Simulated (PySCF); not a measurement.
# [Ce(SH)4]−: how tightly the ligands are held

Aim: take one ligand of each kind off [Ce(SH)4]−, with both parts rigid, and scan its distance from the metal. The species was built from a template and needn't be a known compound.

Method: PBE0, Ce lcecp-1-SVP with ECP47, S def2-SVP, H def2-SVP; scalar-relativistic core potentials, no spin–orbit coupling; program: PySCF 2.14.0.

1 further run of the same task is left out (for a known fault of the program).

## (1) Starting geometry

9 atoms, charge -1, spin multiplicity 1.

Bond lengths: Ce1–S2 2.774 Å, Ce1–S4 2.774 Å, Ce1–S6 2.774 Å, Ce1–S8 2.774 Å, S2–H3 1.355 Å, S4–H5 1.355 Å, S6–H7 1.355 Å, S8–H9 1.355 Å. Angles: S2–Ce1–S4 111.2°, S2–Ce1–S6 108.6°, S2–Ce1–S8 108.6°, S4–Ce1–S6 108.6°, S4–Ce1–S8 108.6°, S6–Ce1–S8 111.2°, Ce1–S2–H3 89.6°, Ce1–S4–H5 89.6°, Ce1–S6–H7 89.6°, Ce1–S8–H9 89.6°.

Geometry (Å):

```xyz
9
charge -1, multiplicity 1
Ce    0.00000    0.00000    0.00023
S     1.74665    1.47857    1.56724
H     2.77780    1.06977    0.78839
S    -1.74665   -1.47857    1.56724
H    -2.77780   -1.06977    0.78839
S     1.47854   -1.74663   -1.56687
H     1.06917   -2.77752   -0.78888
S    -1.47854    1.74663   -1.56687
H    -1.06917    2.77752   -0.78888
```

Formal oxidation states: Ce +3. Each metal's 1 4f electrons lie in its core potential, so multiplicities, spins and levels count the valence alone. An earlier session relaxed this geometry at PBE0, Ce lcecp-1-SVP with ECP47, S def2-SVP, H def2-SVP (singlet, point group S4).

## (2) SH taken off

The ligand (atoms 2, 3) keeps its formal charge and a closed shell where it can; ligand and rest are solved at the complex's geometry, in vacuum, with the settings of the relaxation.

```
   part  charge    state   energy (Eh)
complex      -1  singlet  -1626.649528
 ligand      -1  singlet   -398.520653
   rest       0  singlet  -1227.964400
```

Wall time 1.9 s (2 threads of Arm Neoverse V1, shared host).

## (3) Rigid scan of SH

Atoms 2, 3 move together along the line from atom 1; the distance is to the donor, the donors' midpoint or the ring centre. Each point starts from the density of the one before.

```
distance (Å)  energy from the relaxed point (eV)
        2.47                               0.448
        2.57                               0.176
        2.67                               0.039
        2.77                               0.000
        2.87                               0.031
        2.97                               0.112
        3.17                               0.361
        3.47                               0.822
        3.87                               1.423
        4.37                               2.043
```

Wall time 24 s (2 threads of Arm Neoverse V1, shared host).

## (4) Summary of results

| quantity | value |
| --- | --- |
| taking off SH | 4.48 eV |
| stiffness of the SH contact | 7.0 eV/Å² |

What this shows: Taking off SH as a fragment of charge -1 costs 4.48 eV. Near 2.77 Å the SH contact has a stiffness of about 7.0 eV/Å², and the energy stands 2.04 eV higher at 4.37 Å. The free anion is solved without diffuse functions, no counterpoise correction is made, and the parts aren't relaxed; each of these makes the binding look larger. These are double-zeta-type bases without diffuse functions. Spin–orbit coupling is left out.
